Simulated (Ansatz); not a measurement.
# CH3BO (Borane carbonyl): BLYP/def2-TZVP

Aim: the electronic atomisation energy of CH3BO (Borane carbonyl) at BLYP/def2-TZVP, from 5 runs. 

The calculation is run with Ansatz 0.2.0.

55 further runs of the same task are left out: 1 that didn't finish, 54 set aside as unsound or not needed.

## 1. The structure to begin with

The species is CH3BO (6 atoms), meant as a singlet with charge 0. SMILES: `[BH3-]C#[O+]`. Geometry: relaxed at PBE0-D4/def2-TZVP.

Bond lengths: B1–C2 1.512 Å, C2–O3 1.127 Å, B1–H4 1.209 Å, B1–H5 1.209 Å, B1–H6 1.209 Å. Angles: B1–C2–O3 179.9°, C2–B1–H4 104.6°, C2–B1–H5 104.5°, C2–B1–H6 104.5°, H4–B1–H5 113.9°, H4–B1–H6 113.9°, H5–B1–H6 113.9°.

## 2. The energy at BLYP/def2-TZVP

Contents of input.yaml:

```yaml
crystal:
  periodic: [false, false, false]
  atoms:
    - {symbol: B, position_ang: [-0.275160, 0.419730, -0.199910]}
    - {symbol: C, position_ang: [0.494180, -0.755680, 0.359250]}
    - {symbol: O, position_ang: [1.068320, -1.631140, 0.776320]}
    - {symbol: H, position_ang: [-1.437140, 0.121710, -0.050320]}
    - {symbol: H, position_ang: [0.069540, 0.485120, -1.356800]}
    - {symbol: H, position_ang: [0.080260, 1.360240, 0.471460]}
basis:
  gaussian: {orbitals: def2-TZVP}
hamiltonian: {xc: {name: BLYP}}
accuracy: high
output: {orbitals: {seedname: orbitals}}
```

Started as:

```
$ ansatz run input.yaml --threads 1 --pin off --max-ram 3480MiB --events-out events.jsonl --progress --plain --runs-dir runs
```

Output:

```text
Warning: RAYON_NUM_THREADS=1 ignored (pool sized by the plan → 1); use --threads N
Functional definition: BLYP
  name "BLYP"
  parameter beta = 0.0042
  parameter a = 0.04918
  parameter b = 0.132
  parameter c = 0.2533
  parameter d = 0.349
  exchange = b88_x(beta = beta)
  correlation = lyp_c(a = a, b = b, c = c, d = d)
1888 factors; integrals over basis functions are off by at most 3.4e-9 eV
mean field evaluation 1: about -3803.5591 eV, gradient 4.7e1 eV
mean field evaluation 2: about -3801.6177 eV, gradient 5.1e1 eV
mean field evaluation 4: about -3809.2101 eV, gradient 6.3e0 eV
mean field evaluation 8: about -3809.2849 eV, gradient 3.8e-1 eV
mean field evaluation 16: about -3809.2854 eV, gradient 1.4e-6 eV
mean field -3809.28540375 eV, -139.9886565615 hartree, gradient 3.4e-8 eV, S^2 0.000000; 0 other end points of the search recorded, 0 dependent functions left out
reference -3809.28545239 eV, -139.9886583488 hartree; 11, 11 occupied and 100, 100 virtual orbitals, 1888 factors
Total energy: -3809.28545239 eV, -139.9886583488 hartree
```

Run time: 5.1 s. Hardware: 1 thread of Arm Neoverse V1, shared host; peak memory 0.25 GiB.

## 3. The B atom at the same level

Contents of in.yaml:

```yaml
basis:
  gaussian: {orbitals: def2-TZVP}
crystal:
  periodic: [false, false, false]
  atoms:
    - symbol: B
      position_ang: [0.000000, 0.000000, 0.000000]
magnetization: {spin_polarized: true, initial_magnetization: 1}
hamiltonian: {xc: {name: BLYP}}
accuracy: high
```

Run the same way, it converges to -24.65148 Eh (log not shown).

## 4. The C atom

Contents of molecule.yaml:

```yaml
crystal:
  periodic: [false, false, false]
  atoms:
    - {symbol: C, position_ang: [0.000000, 0.000000, 0.000000]}
basis:
  gaussian: {orbitals: def2-TZVP}
accuracy: high
magnetization: {spin_polarized: true, initial_magnetization: 2}
hamiltonian: {xc: {name: BLYP}}
```

Run the same way, it converges to -37.84656 Eh (log not shown).

## 5. The H atom, same level

Contents of run.yaml:

```yaml
crystal:
  periodic: [false, false, false]
  atoms:
    - symbol: H
      position_ang: [0.000000, 0.000000, 0.000000]
basis:
  gaussian:
    orbitals: def2-TZVP
magnetization:
  spin_polarized: true
  initial_magnetization: 1
hamiltonian:
  xc: {name: BLYP}
accuracy: high
```

Run the same way, it converges to -0.49755 Eh (log not shown).

## 6. The O atom

Contents of in.yaml:

```yaml
basis:
  gaussian:
    orbitals: def2-TZVP
crystal:
  periodic: [false, false, false]
  atoms:
    - symbol: O
      position_ang: [0.000000, 0.000000, 0.000000]
magnetization:
  spin_polarized: true
  initial_magnetization: 2
hamiltonian:
  xc: {name: BLYP}
accuracy: high
```

Started as:

```
$ ansatz run in.yaml --threads 1 --pin off --max-ram 3480MiB --events-out events.jsonl --progress --plain --runs-dir runs
```

Output, cut to the lines that bear on the results:

```text
Warning: RAYON_NUM_THREADS=1 ignored (pool sized by the plan → 1); use --threads N
[... 9 set-up lines as earlier in the session ...]
306 factors; integrals over basis functions are off by at most 3.5e-9 eV
mean field evaluation 1: about -2042.8498 eV, gradient 1.0e1 eV
mean field evaluation 2: about -2042.8051 eV, gradient 1.1e1 eV
mean field evaluation 4: about -2043.1706 eV, gradient 2.5e-2 eV
mean field evaluation 8: about -2043.1708 eV, gradient 3.0e-4 eV
mean field evaluation 16: about -2042.9447 eV, gradient 9.0e0 eV
mean field evaluation 32: about -2043.1704 eV, gradient 2.0e-1 eV
mean field evaluation 64: about -2043.1708 eV, gradient 1.7e-4 eV
mean field -2043.17078665 eV, -75.0851414986 hartree, gradient 1.8e-8 eV, S^2 2.002888; 14 other end points of the search recorded, 0 dependent functions left out
reference -2043.17081244 eV, -75.0851424462 hartree; 5, 3 occupied and 26, 28 virtual orbitals, 306 factors
Total energy: -2043.17081244 eV, -75.0851424462 hartree
```

It took 2.2 s on 1 thread of Arm Neoverse V1, shared host.

## 7. Outcome

At BLYP/def2-TZVP:

| quantity | value |
| --- | --- |
| molecule: total energy | -139.98866 Eh |
| molecule: HOMO energy | -8.19 eV |
| molecule: LUMO energy | -2.34 eV |
| molecule: HOMO–LUMO gap | 5.85 eV |
| B atom: total energy | -24.65148 Eh |
| B atom: ⟨S²⟩ | 0.753 |
| C atom: total energy | -37.84656 Eh |
| C atom: ⟨S²⟩ | 2.003 |
| H atom: total energy | -0.49755 Eh |
| H atom: ⟨S²⟩ | 0.750 |
| O atom: total energy | -75.08514 Eh |
| O atom: ⟨S²⟩ | 2.003 |
| electronic atomisation energy | 24.839 eV |

In words: Taking the molecule apart into free atoms costs 24.84 eV (2397 kJ/mol), before zero-point energy and without spin-orbit coupling.
